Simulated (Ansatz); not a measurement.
**C₂H₄ClI: up Jacob's ladder to CCSD(T)**

How much do the methods differ for C₂H₄ClI? The plan is to run it at one geometry with functionals of several rungs and with coupled cluster, and see how far each lands from CCSD(T) at the basis-set limit for the atomisation energy.

Program: Ansatz 0.2.0, Gaussian basis. Level of theory: functionals in def2-TZVPP, the program's frozen cores in correlated methods. These are calculated values, not measurements.

The runs, in order: LDA (SPW92), PBE-D4, revPBE-D4, BLYP-D4, r2SCAN-D4, B97M-V, PBE0-D4, B3LYP-D4, r2SCANh-D4, r2SCAN0-D4, HSE06-D4, BHLYP-D4, CAM-B3LYP-D4, LC-ωPBE, ωB97X-V, ωB97M-V, B2PLYP, PBE-QIDH; CCSD(T)/def2-SVP; CCSD(T)/def2-TZVPP; MP2/def2-QZVPP; extrapolation to the limit; RPA on PBE.

1 further run of the same task is left out (for a known fault of the program).

### 1 The relaxed structure

All runs share one geometry, relaxed beforehand with PBE0-D4 in a triple-zeta def2 set. I takes the def2 core potential; no spin-orbit term is included.

SMILES `ClCCI`, 8 atoms, charge 0, spin multiplicity 1.

Atoms are counted from 1 here; the program's logs count them from 0.

Bond lengths: Cl1–C2 1.776 Å, C2–C3 1.503 Å, C2–H5 1.089 Å, C2–H6 1.092 Å, C3–I4 2.138 Å, C3–H7 1.088 Å, C3–H8 1.089 Å. Angles: Cl1–C2–C3 112.8°, Cl1–C2–H5 107.3°, Cl1–C2–H6 106.5°, C3–C2–H5 111.9°, C3–C2–H6 109.1°, H5–C2–H6 109.0°, C2–C3–I4 113.4°, C2–C3–H7 111.9°, C2–C3–H8 110.0°, I4–C3–H7 106.1°, I4–C3–H8 105.4°, H7–C3–H8 109.7°.

### 2 LDA

This LDA is Slater exchange with PW92 correlation.

in.yaml

```yaml
crystal:
  periodic: [false, false, false]
  atoms:
    - {symbol: Cl, position_ang: [-1.741618, 1.038420, 0.521662]}
    - {symbol: C, position_ang: [-0.012172, 0.740933, 0.247038]}
    - {symbol: C, position_ang: [0.289345, -0.699098, -0.058190]}
    - {symbol: I, position_ang: [-0.486392, -1.347397, -1.942535]}
    - {symbol: H, position_ang: [0.307013, 1.401398, -0.557943]}
    - {symbol: H, position_ang: [0.502515, 1.027561, 1.166918]}
    - {symbol: H, position_ang: [-0.133094, -1.368722, 0.687474]}
    - {symbol: H, position_ang: [1.366502, -0.850095, -0.120323]}
basis:
  gaussian: {orbitals: def2-TZVPP}
hamiltonian: {xc: lda}
output: {orbitals: {seedname: orbitals}}
```

Command:

```sh
$ ansatz run in.yaml --threads 4 --pin off --events-out ev --progress --plain --max-ram 10444MiB
```

Further steps of the session: PBE-D4 (GGA); revPBE-D4 (GGA); BLYP-D4 (GGA); r2SCAN-D4 (meta-GGA); B97M-V (meta-GGA); B3LYP-D4 (hybrid); r2SCANh-D4 (hybrid); r2SCAN0-D4 (hybrid); HSE06-D4 (hybrid); BHLYP-D4 (hybrid); CAM-B3LYP-D4 (range-separated); LC-ωPBE (range-separated); ωB97X-V (range-separated); ωB97M-V (range-separated); B2PLYP (double hybrid); PBE-QIDH (double hybrid); CCSD(T) in def2-SVP; CCSD(T) in def2-TZVPP; MP2 in def2-QZVPP; RPA on PBE orbitals.

Q: Predict the results of all the runs planned. Wanted: atomisation energy, CCSD(T)/CBS; farthest beyond LDA; mean size of error, GGA; mean size of error, meta-GGA; mean size of error, hybrid; mean size of error, range-separated; mean size of error, double hybrid; gap, smallest and largest; T1 diagnostic.

As calculated:

```
                               quantity                                                                                                            value
        atomisation energy, CCSD(T)/CBS                                                                                                   648.6 kcal/mol
functionals within 6.5 kcal/mol (1.0 %)  revPBE-D4, r2SCAN-D4, B97M-V, PBE0-D4, B3LYP-D4, r2SCANh-D4, HSE06-D4, CAM-B3LYP-D4, ωB97X-V, ωB97M-V, PBE-QIDH
                    farthest beyond LDA                                                                                        BHLYP-D4 (-23.4 kcal/mol)
                mean size of error, GGA                                                                                                     7.8 kcal/mol
           mean size of error, meta-GGA                                                                                                     1.7 kcal/mol
             mean size of error, hybrid                                                                                                     8.3 kcal/mol
    mean size of error, range-separated                                                                                                     4.8 kcal/mol
      mean size of error, double hybrid                                                                                                     6.9 kcal/mol
              gap, smallest and largest                                                                            4.27 eV (BLYP-D4), 11.30 eV (LC-ωPBE)
                          T1 diagnostic                                                                                                           0.0084
triples share of the correlation energy                                                                                                            3.3 %
```

What this shows: The LDA atomisation energy is off by 96.7 kcal/mol (15 %): it overbinds. PBE-D4 misses by +14.0 kcal/mol. Double hybrids carry the basis error of their MP2 part in triple zeta, and no dispersion term here, so their miss is partly the set-up's. The rungs meta-GGA, range-separated miss on average by less than the doubt on the reference (6.5 kcal/mol), so they tie. Misses under about 6.5 kcal/mol are within the doubt on the reference itself, which lacks core-valence correlation, spin-orbit coupling and higher excitations, and its outer-core shells are covered unevenly. All levels share the lack of spin-orbit coupling, which lowers the free heavy atoms and so the true binding. Hartree-Fock recovers 72 % of the binding; the rest is correlation. CCSD(T) in def2-SVP is off by -38.6 kcal/mol, more than most functionals: a good method in a small basis is no reference. The gap grows from 4.3 to 11.3 eV across the functionals, mostly with the share of exact exchange. Correlated methods include outer-core shells of I, which these sets cover unevenly.
